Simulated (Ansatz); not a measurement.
**doublet [SiPH5O2]+ at 6 levels**

Wanted: a comparison of 6 runs (UBLYP/6-31G*, UPBE/6-31G*, RPA@PBE0/6-31G*, UMP2/6-31G*, UBCCD(T)/6-31G*, UCCSD/6-31G*) of doublet [SiPH5O2]+. 

Program for the calculation: Ansatz 0.2.0.

84 further runs of the same task are left out: 84 set aside as unsound or not needed.

## 1. The system as given

[SiPH5O2]+: 9 atoms, total charge +1, spin state doublet. SMILES of the parent species: `O[SiH2]OP`. Geometry: relaxed at PBE0-D4/def2-TZVP. This is one conformer, not always the lowest. That shape belongs to the parent species and isn't relaxed for this state.

Bond lengths: O1–Si2 1.637 Å, Si2–O3 1.648 Å, O3–P4 1.646 Å, O1–H5 0.958 Å, Si2–H6 1.486 Å, Si2–H7 1.473 Å, P4–H8 1.424 Å, P4–H9 1.424 Å. Some angles: O1–Si2–O3 112.6°, Si2–O3–P4 125.8°, O1–Si2–H6 109.8°, O1–Si2–H7 106.9°, O3–Si2–H6 108.4°, O3–Si2–H7 105.8°, Si2–O1–H5 118.2°, O3–P4–H8 98.7°, O3–P4–H9 98.7°, H6–Si2–H7 113.3°.

## 2. A single-point energy at UBLYP/6-31G(d) (spherical functions) (run 1)

job.yaml

```yaml
crystal:
  periodic: [false, false, false]
  atoms:
    - {symbol: O, position_ang: [-0.307900, 1.144300, -1.642900]}
    - {symbol: Si, position_ang: [0.817700, 0.562000, -0.606400]}
    - {symbol: O, position_ang: [0.302400, -0.778100, 0.201800]}
    - {symbol: P, position_ang: [-0.942200, -0.834900, 1.277600]}
    - {symbol: H, position_ang: [-0.998700, 1.706900, -1.290600]}
    - {symbol: H, position_ang: [1.170600, 1.605300, 0.391300]}
    - {symbol: H, position_ang: [1.964500, 0.123500, -1.421100]}
    - {symbol: H, position_ang: [-0.305900, -1.590900, 2.302600]}
    - {symbol: H, position_ang: [-1.612000, -1.984300, 0.770600]}
basis:
  gaussian:
    orbitals: 6-31G_st_-spherical.json
accuracy: high
total_charge: 1
magnetization:
  spin_polarized: true
  initial_magnetization: 1
hamiltonian:
  xc: {name: BLYP}
output: {orbitals: {seedname: orbitals}}
```

The basis set 6-31G* is read from a file made from the Basis Set Exchange's data (not shown).

Run with:

```bash
$ ansatz run job.yaml --threads 1 --pin off --max-ram 3480MiB --events-out events.jsonl --progress --plain --runs-dir runs
```

What it wrote:

```text
Warning: RAYON_NUM_THREADS=1 ignored (pool sized by the plan → 1); use --threads N
Functional definition: BLYP
  name "BLYP"
  parameter beta = 0.0042
  parameter a = 0.04918
  parameter b = 0.132
  parameter c = 0.2533
  parameter d = 0.349
  exchange = b88_x(beta = beta)
  correlation = lyp_c(a = a, b = b, c = c, d = d)
1666 factors; integrals over basis functions are off by at most 4.4e-9 eV
mean field evaluation 1: about -21308.8144 eV, gradient 7.9e1 eV
mean field evaluation 2: about -21045.8942 eV, gradient 2.0e2 eV
mean field evaluation 4: about -21318.8634 eV, gradient 4.7e1 eV
mean field evaluation 8: about -21331.9910 eV, gradient 3.1e0 eV
mean field evaluation 16: about -21332.0662 eV, gradient 2.9e-2 eV
mean field evaluation 32: about -21328.6135 eV, gradient 1.8e1 eV
mean field -21332.06620773 eV, -783.9389737402 hartree, gradient 8.0e-8 eV, S^2 0.751614; 6 other end points of the search recorded, 0 dependent functions left out
reference -21332.06626373 eV, -783.9389757982 hartree; 25, 24 occupied and 49, 50 virtual orbitals, 1666 factors
Total energy: -21332.06626373 eV, -783.9389757982 hartree
```

It took 5.7 s on 1 thread of AMD EPYC 9R45 (Zen 5), shared host; peak memory 0.28 GiB.

## 3. The energy at UPBE/6-31G(d) (spherical functions) (run 2)

molecule.yaml

```yaml
crystal:
  periodic: [false, false, false]
  atoms:
    - {symbol: O, position_ang: [-0.307900, 1.144300, -1.642900]}
    - {symbol: Si, position_ang: [0.817700, 0.562000, -0.606400]}
    - {symbol: O, position_ang: [0.302400, -0.778100, 0.201800]}
    - {symbol: P, position_ang: [-0.942200, -0.834900, 1.277600]}
    - {symbol: H, position_ang: [-0.998700, 1.706900, -1.290600]}
    - {symbol: H, position_ang: [1.170600, 1.605300, 0.391300]}
    - {symbol: H, position_ang: [1.964500, 0.123500, -1.421100]}
    - {symbol: H, position_ang: [-0.305900, -1.590900, 2.302600]}
    - {symbol: H, position_ang: [-1.612000, -1.984300, 0.770600]}
basis:
  gaussian:
    orbitals: 6-31G_st_-spherical.json
total_charge: 1
hamiltonian:
  xc: pbe
accuracy: high
magnetization:
  spin_polarized: true
  initial_magnetization: 1
output:
  orbitals: {seedname: orbitals}
```

The basis set 6-31G* is read from a file made from the Basis Set Exchange's data (not shown).

Run with:

```bash
$ ansatz run molecule.yaml --threads 1 --pin off --max-ram 3480MiB --events-out events.jsonl --progress --plain --runs-dir runs
```

What it wrote:

```text
Warning: RAYON_NUM_THREADS=1 ignored (pool sized by the plan → 1); use --threads N
Functional definition: PBE
  name "PBE"
  parameter kappa = 0.804
  parameter beta = 0.06672455060314922
  exchange = pbe_x(kappa = kappa, mu = beta*pi^2/3)
  correlation = pbe_c(beta = beta)
1666 factors; integrals over basis functions are off by at most 4.4e-9 eV
mean field evaluation 1: about -21298.5246 eV, gradient 7.6e1 eV
mean field evaluation 2: about -21047.2829 eV, gradient 1.9e2 eV
mean field evaluation 4: about -21306.8101 eV, gradient 4.8e1 eV
mean field evaluation 8: about -21320.0156 eV, gradient 2.8e0 eV
mean field evaluation 16: about -21320.0734 eV, gradient 1.8e-2 eV
mean field evaluation 32: about -21317.2135 eV, gradient 1.8e1 eV
mean field -21320.07337097 eV, -783.4982451185 hartree, gradient 2.0e-8 eV, S^2 0.751584; 6 other end points of the search recorded, 0 dependent functions left out
reference -21320.07337459 eV, -783.4982452513 hartree; 25, 24 occupied and 49, 50 virtual orbitals, 1666 factors
Total energy: -21320.07337459 eV, -783.4982452513 hartree
```

It took 5.7 s on 1 thread of AMD EPYC 9R45 (Zen 5), shared host; peak memory 0.28 GiB.

Runs 3 to 4 aren't shown in full; the table further down has their settings and results.

## 4. A single-point energy at UBCCD(T)/6-31G(d) (spherical functions) (run 5)

run.yaml

```yaml
crystal:
  periodic: [false, false, false]
  atoms:
    - {symbol: O, position_ang: [-0.307900, 1.144300, -1.642900]}
    - {symbol: Si, position_ang: [0.817700, 0.562000, -0.606400]}
    - {symbol: O, position_ang: [0.302400, -0.778100, 0.201800]}
    - {symbol: P, position_ang: [-0.942200, -0.834900, 1.277600]}
    - {symbol: H, position_ang: [-0.998700, 1.706900, -1.290600]}
    - {symbol: H, position_ang: [1.170600, 1.605300, 0.391300]}
    - {symbol: H, position_ang: [1.964500, 0.123500, -1.421100]}
    - {symbol: H, position_ang: [-0.305900, -1.590900, 2.302600]}
    - {symbol: H, position_ang: [-1.612000, -1.984300, 0.770600]}
basis:
  gaussian: {orbitals: 6-31G_st_-spherical.json}
total_charge: 1
magnetization: {spin_polarized: true, initial_magnetization: 1}
correlation: {method: bccd_t, frozen_orbitals: {H: 0, O: 1, P: 5, Si: 5}}
accuracy: high
scf: {omitted_lower_state_checks: [cluster_reference, increment]}
```

The basis set 6-31G* is read from a file made from the Basis Set Exchange's data (not shown).

Run with:

```bash
$ ansatz run run.yaml --threads 1 --pin off --max-ram 3480MiB --events-out events.jsonl --progress --plain --runs-dir runs
```

What it wrote, cut to the lines that bear on the results:

```text
Warning: RAYON_NUM_THREADS=1 ignored (pool sized by the plan → 1); use --threads N
Functional definition: HF
  name "HF"
[...]
1666 factors; integrals over basis functions are off by at most 4.4e-9 eV
[...]
mean field -21279.69696104 eV, -782.0144394214 hartree, gradient 3.9e-8 eV, S^2 0.762731; 3 other end points of the search recorded, 0 dependent functions left out
12 core orbitals not correlated: weight in the atoms' cores, before any rotation towards them, 1.000 or more for the frozen orbitals, at most 0.000 for the correlated occupied ones
reference -21279.69696104 eV, -782.0144394214 hartree; 13, 12 occupied and 49, 50 virtual orbitals, 1666 factors
second order -14.15874460 eV of doubles, -0.00000000 eV of singles
cycle   1  -14.56437374 eV  change   -4.1e-1 eV  update   1.1e-1
[...]
cycle  35  -15.12541527 eV  change   1.5e-10 eV  update   2.1e-9
perturbative correction -0.41314618 eV, -0.0151828420 hartree
Total energy: -21295.23552249 eV, -782.5854710224 hartree
Checks for a lower state left out: cluster_reference, increment
```

It took 22 s on 1 thread of AMD EPYC 9R45 (Zen 5), shared host; peak memory 0.76 GiB.

## 5. The energy at UCCSD/6-31G(d) (spherical functions) (run 6)

run.yaml

```yaml
crystal:
  periodic: [false, false, false]
  atoms:
    - symbol: O
      position_ang: [-0.307900, 1.144300, -1.642900]
    - symbol: Si
      position_ang: [0.817700, 0.562000, -0.606400]
    - symbol: O
      position_ang: [0.302400, -0.778100, 0.201800]
    - symbol: P
      position_ang: [-0.942200, -0.834900, 1.277600]
    - symbol: H
      position_ang: [-0.998700, 1.706900, -1.290600]
    - symbol: H
      position_ang: [1.170600, 1.605300, 0.391300]
    - symbol: H
      position_ang: [1.964500, 0.123500, -1.421100]
    - symbol: H
      position_ang: [-0.305900, -1.590900, 2.302600]
    - symbol: H
      position_ang: [-1.612000, -1.984300, 0.770600]
basis:
  gaussian:
    orbitals: 6-31G_st_-spherical.json
total_charge: 1
magnetization:
  spin_polarized: true
  initial_magnetization: 1
correlation:
  method: ccsd
  frozen_orbitals: {H: 0, O: 1, P: 5, Si: 5}
accuracy: high
scf:
  omitted_lower_state_checks: [cluster_reference, increment]
```

The basis set 6-31G* is read from a file made from the Basis Set Exchange's data (not shown).

Run with:

```bash
$ ansatz run run.yaml --threads 1 --pin off --max-ram 3480MiB --events-out events.jsonl --progress --plain --runs-dir runs
```

What it wrote, cut to the lines that bear on the results:

```text
Warning: RAYON_NUM_THREADS=1 ignored (pool sized by the plan → 1); use --threads N
[... 2 set-up lines as earlier in the session ...]
[...]
1666 factors; integrals over basis functions are off by at most 4.4e-9 eV
[...]
mean field -21279.69696104 eV, -782.0144394214 hartree, gradient 3.9e-8 eV, S^2 0.762731; 3 other end points of the search recorded, 0 dependent functions left out
12 core orbitals not correlated: weight in the atoms' cores, before any rotation towards them, 1.000 or more for the frozen orbitals, at most 0.000 for the correlated occupied ones
reference -21279.69696104 eV, -782.0144394214 hartree; 13, 12 occupied and 49, 50 virtual orbitals, 1666 factors
second order -14.15874460 eV of doubles, -0.00000000 eV of singles
cycle   1  -14.55244287 eV  change   -3.9e-1 eV  update   1.1e-1
[...]
cycle  34  -15.16715725 eV  change  -4.7e-10 eV  update   2.4e-9
Total energy: -21294.86411828 eV, -782.5718221696 hartree
Checks for a lower state left out: cluster_reference, increment
```

Wall time 16 s (1 thread of AMD EPYC 9R45 (Zen 5), shared host); peak memory 0.55 GiB.

## 6. All runs side by side

```
run                                  level  frozen core orbitals  energy (Eh)   ⟨S²⟩  wall time
  1     UBLYP/6-31G* (spherical functions)                     –  -783.938976  0.752      5.7 s
  2      UPBE/6-31G* (spherical functions)                     –  -783.498245  0.752      5.7 s
  3  RPA@PBE0/6-31G* (spherical functions)                    12  -782.751301  0.754      8.7 s
  4      UMP2/6-31G* (spherical functions)                    12  -782.534764  0.763      2.2 s
  5  UBCCD(T)/6-31G* (spherical functions)                    12  -782.585471  0.763       22 s
  6     UCCSD/6-31G* (spherical functions)                    12  -782.571822  0.763       16 s
```

## 7. Results

```
                                           quantity          value
                                run 6: total energy  -782.57182 Eh
run 6: correlation energy (12 core orbitals frozen)     -557.4 mEh
           run 6: ⟨S²⟩ of the reference determinant          0.763
                               run 6: T1 diagnostic          0.021
```

**Reading.** Totals of different functionals can't be ranked against each other. All runs together took 60 s, the longest 22 s.
